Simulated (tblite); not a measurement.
# C4H12AlF2N: the cost of one run

The runs use tblite 0.8.0 and PySCF 2.14.0, with density-fitted response routines of our own; the level of theory stands in each step. All values are computed, except where a source is named. Atoms count from 0, in the outputs and in this text.

## (1) Starting geometry

20 atoms, charge 0, multiplicity 1; geometry from: force field or distance geometry start.

Bonds of the start (Å): C0–N1 1.48, N1–C2 1.48, N1–Al3 1.96, N1–C4 1.51, C4–C5 1.55, C5–F6 1.39, C5–F7 1.38, C0–H8 1.12, C0–H9 1.12, C0–H10 1.11, C2–H11 1.13, C2–H12 1.11, C2–H13 1.11, Al3–H14 1.59, Al3–H15 1.60, Al3–H16 1.59, C4–H17 1.11, C4–H18 1.12, C5–H19 1.10.

## (2) Geometry optimisation with GFN2-xTB

Job settings and geometry (Å):

```
{"job": {"kind": "relax", "xc": "GFN2-xTB", "basis": "xTB"}, "charge": 0, "multiplicity": 1}
C     -1.525100     0.110300     1.075600
N     -0.433200    -0.000600     0.089000
C     -0.703300    -1.158600    -0.784300
Al    -0.411200     1.652800    -0.963100
C      0.843000    -0.197000     0.863600
C      2.083000    -0.495400    -0.010100
F      3.228600    -0.247000     0.733000
F      2.106600    -1.818500    -0.389900
H     -2.506900     0.272600     0.570500
H     -1.368000     0.962900     1.779100
H     -1.630700    -0.814400     1.686400
H     -1.731000    -1.077100    -1.236800
H     -0.669400    -2.112000    -0.213800
H      0.014500    -1.206600    -1.633200
H      0.356100     1.407800    -2.329900
H      0.324800     2.797400    -0.117600
H     -1.907800     2.100000    -1.269800
H      0.738000    -1.034900     1.587700
H      1.056500     0.720800     1.464500
H      2.130300     0.148200    -0.903900
```

Launch:

```sh
> OMP_NUM_THREADS=1 python probes_run.py task.json out
```

This one command runs all jobs of the session in turn.

Q: Estimate the wall time and peak memory of this first job on 1 thread of Arm Neoverse N1, shared host.

About 1.3 s, with a peak of 0.18 GiB.
